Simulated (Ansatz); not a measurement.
The system is Fe4Si.

```
Fe Si
1.0
     0.00000    2.02761    9.46634
     1.52190    0.00000    9.46634
     1.52190    2.02761    0.00000
Fe Si
4 1
Direct
  0.59407 0.59407 0.40593
  0.19797 0.19797 0.80203
  0.80203 0.80203 0.19797
  0.40593 0.40593 0.59407
  0.00000 0.00000 0.00000
```

The cell comes from a database or a generator and needn't be the stable form of this composition.

Base run:

```yaml
Program: Ansatz 0.2.0
Functional: PBEsol
Potentials_or_basis: Ansatz PAW
Cutoff: "420 eV (not typed: the program's choice for these potentials)"
k_mesh: 11 × 11 × 11
Occupations: fermi-dirac, width 0.05 eV
Spin: collinear spin, ferromagnetic start
Starting_moments: "[4.5, 4.5, 4.5, 4.5, 0.0] μB"
```

Its results: band gap on the k mesh none (metal or under the smearing width); pressure -9.2 GPa; largest force 0.059 eV/Å.

Problem. The run is repeated on the same cell with these changes: spin from collinear spin, ferromagnetic start to no spin polarisation. What comes out?

Solution. Band gap on the k mesh none (metal or under the smearing width); pressure -24.4 GPa; largest force 0.625 eV/Å.

Caveats: the PAW data sets come from PBE, with cores solved anew for the run's functional, which leaves a small shift of forces and pressure.
